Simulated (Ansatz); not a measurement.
# LuAg4: a short molecular-dynamics run

Aim: set LuAg4 (a randomly packed cell, 5 atoms, not relaxed) in motion for 30 steps of 0.5 fs at constant energy, with velocities drawn for 300 K, and see how temperature, energy and positions respond.

Program: Ansatz 0.2.0. Level of theory: DFT PBE, plane waves, PAW, scalar-relativistic, no spin polarisation. These are calculated values, not measurements.

## 1. The system as given

The cell holds 5 atoms (Ag4Lu): a = 4.863 Å, b = 4.740 Å, c = 4.642 Å, α = 96.28°, β = 93.78°, γ = 82.11°.

Coordinates:

```cif
data_structure
_symmetry_space_group_name_H-M 'P 1'
_symmetry_Int_Tables_number 1
_cell_length_a 4.8632
_cell_length_b 4.7396
_cell_length_c 4.6419
_cell_angle_alpha 96.282
_cell_angle_beta 93.784
_cell_angle_gamma 82.112
_cell_volume 105.20
loop_
_atom_site_label
_atom_site_type_symbol
_atom_site_fract_x
_atom_site_fract_y
_atom_site_fract_z
_atom_site_occupancy
Ag1 Ag 0.67345 0.12020 0.97186 1
Ag2 Ag 0.43710 0.27333 0.46981 1
Ag3 Ag 0.34398 0.78242 0.72357 1
Ag4 Ag 0.95764 0.11909 0.47560 1
Lu1 Lu 0.99553 0.57916 0.11089 1
```

## 2. The run

File input.yaml:

```yaml
crystal:
  lattice:
    - [4.857296, 0.105997, -0.215105]
    - [0.521113, 4.667487, -0.638054]
    - [-0.1041, 0.129993, 4.638901]
  atoms:
    - { symbol: Ag, position: [0.673454, 0.120197, 0.971865] }
    - { symbol: Ag, position: [0.437095, 0.273328, 0.469814] }
    - { symbol: Ag, position: [0.343979, 0.782418, 0.723568] }
    - { symbol: Ag, position: [0.957637, 0.119087, 0.475599] }
    - { symbol: Lu, position: [0.995531, 0.579158, 0.110889] }
kpoints:
  mp_grid: { grid: [3, 3, 3] }
magnetization:
  spin_polarized: false
scf:
  occupations: { method: fermi_dirac, width: 0.1 }
hamiltonian:
  pseudopotentials: { kind: paw }
  xc: pbe
basis:
  ecutwfc: 420
md:
  timestep: 0.5
  n_steps: 30
  ensemble: nve
  temperature: 300.0
  initial_velocities: maxwell_boltzmann
  seed: 398028
```

Launch:

```console
$ ansatz run input.yaml --threads 2 --pin off --max-ram 2560MiB --backend cpu --events-out ev --progress --plain --runs-dir out
```

**Question.** What will these runs give? Wanted: temperature, first and last step; temperature, second half; potential energy, second half; largest change of the total energy; mean square displacement, second half.

As calculated:

```
                             quantity                          value
                               length             30 steps of 0.5 fs
     temperature, first and last step                  300 and 322 K
             temperature, second half  mean 318 K, from 314 to 322 K
        potential energy, second half     -2 meV/atom from the start
   largest change of the total energy                  0.00 meV/atom
mean square displacement, second half          Ag 0.001, Lu 0.000 Å²
```

In words: The temperature starts at 300 K and averages 318 K in the second half, where it still rises, from 314 to 322 K; the start was no minimum (force components up to 0.5 eV/Å), and the potential energy that it sheds (2 meV/atom) turns into motion. The total energy strays from its start by at most 0.00 meV/atom, under 0.1 % of the mean kinetic energy, which is good for a step of 0.5 fs. Over the second half Ag atoms stand 0.0 Å (root mean square) from where they began, and the farthest move is 0.0 Å. 15 fs on 5 atoms is far too short and small for converged averages. The k-mesh is coarse for this cell.
